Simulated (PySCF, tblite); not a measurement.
**C8H16O: geometry, infrared bands and NMR shifts**

What infrared bands and NMR shifts should C8H16O (`C=CCCOC(C)(C)C`) show?

Programs: tblite 0.8.0 and PySCF 2.14.0, with density-fitted response routines of our own. Each step states its level of theory. These are calculated values for one molecule in the gas phase, unless marked as measured. Atoms are numbered from 0 throughout.

**1. The starting structure**

25 atoms, charge 0, multiplicity 1; geometry from: force field or distance geometry start.

Bonds of the start (Å): C0–C1 1.35, C1–C2 1.52, C2–C3 1.54, C3–O4 1.42, O4–C5 1.44, C5–C6 1.54, C5–C7 1.53, C5–C8 1.53, C0–H9 1.08, C0–H10 1.08, C1–H11 1.08, C2–H12 1.09, C2–H13 1.09, C3–H14 1.10, C3–H15 1.09, C6–H16 1.09, C6–H17 1.09, C6–H18 1.09, C7–H19 1.09, C7–H20 1.10, C7–H21 1.10, C8–H22 1.10, C8–H23 1.09, C8–H24 1.09.

**2. Optimising the geometry with GFN2-xTB**

Job settings and geometry (Å):

```
{"job": {"kind": "relax", "xc": "GFN2-xTB", "basis": "xTB"}, "charge": 0, "multiplicity": 1}
C      3.821400     0.750000    -0.903200
C      2.697800     0.022700    -0.768200
C      2.216600    -0.531700     0.557600
C      0.802300    -0.013200     0.887200
O     -0.141200    -0.629200     0.019400
C     -1.503100    -0.170900     0.088800
C     -1.620500     1.283800    -0.392800
C     -2.071000    -0.325700     1.506000
C     -2.275200    -1.078600    -0.870100
H      4.439000     1.008500    -0.052700
H      4.112200     1.110000    -1.883100
H      2.100000    -0.223400    -1.634600
H      2.194300    -1.620900     0.495900
H      2.897600    -0.251200     1.360400
H      0.567300    -0.306600     1.926200
H      0.767300     1.071600     0.833900
H     -2.668600     1.579900    -0.499700
H     -1.160500     1.975000     0.314800
H     -1.114000     1.420200    -1.344600
H     -1.598800     0.359400     2.216600
H     -3.157000    -0.122400     1.521900
H     -1.907700    -1.341700     1.882100
H     -3.337500    -0.808100    -0.889300
H     -1.883500    -1.010600    -1.888900
H     -2.188200    -2.122800    -0.572800
```

The run is started by

```console
OMP_NUM_THREADS=1 python probes_run.py task.json out
```

One launch serves the whole session: the jobs run in the order shown.

**Question.** This job is followed by: GFN2-xTB harmonic vibrations, gas phase; GIAO PBE0/pcSseg-1 NMR shielding, non-relativistic, gas phase. What will the session give for the following? strongest single infrared mode (GFN2-xTB); zero-point energy (GFN2-xTB); ¹³C shifts against TMS (PBE0/pcSseg-1, means over atoms taken as alike); ¹H shifts against TMS (PBE0/pcSseg-1, means over atoms taken as alike); ¹⁷O shifts against H2O (PBE0/pcSseg-1); surface potential, 1st and 99th percentile.

As calculated:

| quantity | value |
| --- | --- |
| strongest single infrared mode (GFN2-xTB) | 1214 cm⁻¹, 119 km/mol |
| zero-point energy (GFN2-xTB) | 138.7 kcal/mol |
| ¹³C shifts against TMS (PBE0/pcSseg-1, means over atoms taken as alike) | 148.4, 120.1, 74.7, 67.0, 41.7, 29.4 ppm |
| ¹H shifts against TMS (PBE0/pcSseg-1, means over atoms taken as alike) | 6.67, 5.32, 5.26, 3.59, 2.32, 1.24 ppm |
| ¹⁷O shifts against H2O (PBE0/pcSseg-1) | 84.0 ppm |
| surface potential, 1st and 99th percentile | -1.29 V and 0.66 V |

What this shows: Relaxing lowered the energy by 0.086 eV in 38 steps; the close pair that moved most is C0–C1, from 1.345 to 1.319 Å. All 69 modes are real, so the xTB geometry is a minimum. The strongest single mode, at 1214 cm⁻¹, is spread over many atoms; the largest shares are those of C5. GFN2-xTB is a fitted tight-binding method: band positions and strengths are rough. Its intensities can rank the bands wrongly. C1 (alkene CH) lies farthest downfield among carbon, at 148.4 ppm; the olefinic region. The most deshielded hydrogen is H11 (hydrogen on an alkene CH), at 6.67 ppm: attached to an sp2 carbon and in the plane of the double bond. At PBE0/pcSseg-1: The widest tensor belongs to C1: span 256 ppm, with a paramagnetic part of -217 ppm.
